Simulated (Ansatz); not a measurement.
# C8H8O: up Jacob's ladder to CCSD(T)

An exercise on one series of results from a longer session: the logs are not shown, and one member is left open.

Program: Ansatz 0.2.0, Gaussian basis. Level of theory: functionals in def2-TZVPP, the program's frozen cores in correlated methods. These are calculated values, not measurements.

Plan: LDA (SPW92), PBE-D4, revPBE-D4, BLYP-D4, r2SCAN-D4, B97M-V, PBE0-D4, B3LYP-D4, r2SCANh-D4, r2SCAN0-D4, HSE06-D4, BHLYP-D4, CAM-B3LYP-D4, LC-ωPBE, ωB97X-V, ωB97M-V, B2PLYP, PBE-QIDH; CCSD(T)/def2-SVP; CCSD(T)/def2-TZVPP; MP2/def2-QZVPP; extrapolation to the limit; RPA on PBE.

### Structure used throughout

An earlier PBE0-D4 in a triple-zeta def2 set relaxation fixed the geometry.

SMILES `c1ccc2c(c1)CCO2`, 17 atoms, charge 0, spin multiplicity 1.

Atoms are counted from 1 here; the program's logs count them from 0.

Bond lengths: C1–C2 1.388 Å, C1–C6 1.392 Å, C1–H10 1.083 Å, C2–C3 1.391 Å, C2–H11 1.084 Å, C3–C4 1.381 Å, C3–H12 1.083 Å, C4–C5 1.389 Å, C4–O9 1.355 Å, C5–C6 1.380 Å, C5–C7 1.501 Å, C6–H13 1.085 Å, C7–C8 1.533 Å, C7–H14 1.095 Å, C7–H15 1.091 Å, C8–O9 1.437 Å, C8–H16 1.090 Å, C8–H17 1.095 Å. Angles: C2–C1–C6 120.3°, C2–C1–H10 119.8°, C6–C1–H10 119.9°, C1–C2–C3 121.3°, C1–C2–H11 119.5°, C3–C2–H11 119.1°, C2–C3–C4 117.3°, C2–C3–H12 121.8°, C4–C3–H12 120.9°, C3–C4–C5 122.2°, C3–C4–O9 124.6°, C5–C4–O9 113.2°, C4–C5–C6 119.9°, C4–C5–C7 107.7°, C6–C5–C7 132.4°, C1–C6–C5 119.0°, C1–C6–H13 120.3°, C5–C6–H13 120.7° and more.

As a file:

```mol
C8H8O
  3D, bonds by distance, orders not assigned

 17 18  0  0  0  0  0  0  0  0999 V2000
    1.6346    0.6568   -1.4873 C   0  0
    2.2447   -0.3444   -0.7437 C   0  0
    1.5603   -1.0162    0.2632 C   0  0
    0.2489   -0.6477    0.4933 C   0  0
   -0.3808    0.3472   -0.2433 C   0  0
    0.3092    1.0052   -1.2408 C   0  0
   -1.8024    0.4345    0.2300 C   0  0
   -1.7371   -0.3993    1.5152 C   0  0
   -0.5550   -1.2107    1.4273 O   0  0
    2.1919    1.1681   -2.2629 H   0  0
    3.2770   -0.6066   -0.9458 H   0  0
    2.0298   -1.7951    0.8508 H   0  0
   -0.1711    1.7819   -1.8263 H   0  0
   -2.4850   -0.0050   -0.5048 H   0  0
   -2.1369    1.4552    0.4233 H   0  0
   -2.5880   -1.0656    1.6541 H   0  0
   -1.6403    0.2418    2.3977 H   0  0
  1  2  8  0
  2  3  8  0
  3  4  8  0
  4  5  8  0
  5  6  8  0
  5  7  8  0
  7  8  8  0
  8  9  8  0
  1 10  8  0
  2 11  8  0
  3 12  8  0
  6 13  8  0
  7 14  8  0
  7 15  8  0
  8 16  8  0
  8 17  8  0
  1  6  8  0
  4  9  8  0
M  END
```

The first run:

Input file in.yaml:

```yaml
crystal:
  periodic: [false, false, false]
  atoms:
    - {symbol: C, position_ang: [1.634588, 0.656786, -1.487347]}
    - {symbol: C, position_ang: [2.244718, -0.344363, -0.743740]}
    - {symbol: C, position_ang: [1.560262, -1.016232, 0.263212]}
    - {symbol: C, position_ang: [0.248945, -0.647720, 0.493269]}
    - {symbol: C, position_ang: [-0.380763, 0.347152, -0.243326]}
    - {symbol: C, position_ang: [0.309218, 1.005185, -1.240776]}
    - {symbol: C, position_ang: [-1.802369, 0.434517, 0.229999]}
    - {symbol: C, position_ang: [-1.737120, -0.399276, 1.515226]}
    - {symbol: O, position_ang: [-0.554973, -1.210674, 1.427254]}
    - {symbol: H, position_ang: [2.191939, 1.168121, -2.262887]}
    - {symbol: H, position_ang: [3.277040, -0.606626, -0.945774]}
    - {symbol: H, position_ang: [2.029843, -1.795139, 0.850796]}
    - {symbol: H, position_ang: [-0.171101, 1.781871, -1.826253]}
    - {symbol: H, position_ang: [-2.485034, -0.004976, -0.504808]}
    - {symbol: H, position_ang: [-2.136922, 1.455201, 0.423290]}
    - {symbol: H, position_ang: [-2.587981, -1.065629, 1.654135]}
    - {symbol: H, position_ang: [-1.640310, 0.241781, 2.397750]}
basis:
  gaussian: {orbitals: def2-TZVPP}
hamiltonian: {xc: lda}
output: {orbitals: {seedname: orbitals}}
```

The run is started by

```
$ ansatz run in.yaml --threads 2 --pin off --events-out ev --progress --plain --max-ram 32768MiB --backend cuda --devices 0, --max-vram 18GiB
```

Among the steps run: LDA; PBE-D4 (GGA); revPBE-D4 (GGA); BLYP-D4 (GGA); r2SCAN-D4 (meta-GGA); B97M-V (meta-GGA); B3LYP-D4 (hybrid); r2SCANh-D4 (hybrid); r2SCAN0-D4 (hybrid); HSE06-D4 (hybrid); BHLYP-D4 (hybrid); CAM-B3LYP-D4 (range-separated); LC-ωPBE (range-separated); ωB97X-V (range-separated); ωB97M-V (range-separated); B2PLYP (double hybrid); PBE-QIDH (double hybrid).

One table of the session follows, with a row left open; its other results are not shown here.

It belongs to the step «Frontier levels by functional». 

| functional | HOMO (eV) | gap (eV) |
| --- | --- | --- |
| LDA (SPW92) | -5.30 | 3.96 |
| PBE-D4 | -5.12 | 4.01 |
| revPBE-D4 | -5.05 | 4.03 |
| BLYP-D4 | -4.97 | 4.01 |
| r2SCAN-D4 | -5.29 | 4.36 |
| B97M-V | -5.31 | 4.44 |
| PBE0-D4 | -6.17 | 5.94 |
| B3LYP-D4 | ? | ? |
| r2SCANh-D4 | -5.69 | 5.09 |
| r2SCAN0-D4 | -6.30 | 6.17 |
| HSE06-D4 | -5.78 | 5.18 |
| BHLYP-D4 | -7.07 | 7.83 |
| CAM-B3LYP-D4 | -7.39 | 8.22 |
| LC-ωPBE | -8.61 | 10.46 |
| ωB97X-V | -8.30 | 10.14 |
| ωB97M-V | -8.25 | 9.98 |

Q: Estimate the row for B3LYP-D4 from the others.

Worked estimate for «HOMO (eV)». Against the share of exact exchange, BLYP-D4 (0, -4.97), BHLYP-D4 (0.5, -7.07) give a slope of -4.20 per unit share; at 0.2 the line stands at -5.81.

As computed: HOMO (eV): -5.97; gap (eV): 5.55. In «HOMO (eV)» the line misses by +0.16.
